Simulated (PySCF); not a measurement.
# Cl4Si: the cost of one run

The runs use PySCF 2.14.0, with density-fitted response routines of our own; the level of theory stands in each step. All values are computed, except where a source is named. Atoms count from 0, in the outputs and in this text.

## 1. The molecule as given

5 atoms, charge 0, multiplicity 1; geometry from: GFN2-xTB.

Bonds of the start (Å): Cl0–Si1 2.01, Si1–Cl2 2.01, Si1–Cl3 2.01, Si1–Cl4 2.01.

## 2. Geometry optimisation at PBE0-D3(BJ)/def2-TZVP

The job: settings as JSON, then the geometry in Å.

```
{"job": {"xc": "PBE0", "basis": "def2-TZVP", "d3": "d3bj", "grid": 2, "kind": "geom"}, "charge": 0, "multiplicity": 1}
Cl    -1.173240    -1.207890    -1.105430
Si     0.001220    -0.000030    -0.000180
Cl    -0.792270     1.851180     0.053950
Cl     0.129790    -0.723140     1.875550
Cl     1.836500     0.079590    -0.823650
```

**Question.** How long does this first job take on 4 threads of Intel Xeon at 2.70GHz, shared host?

About 41 s.
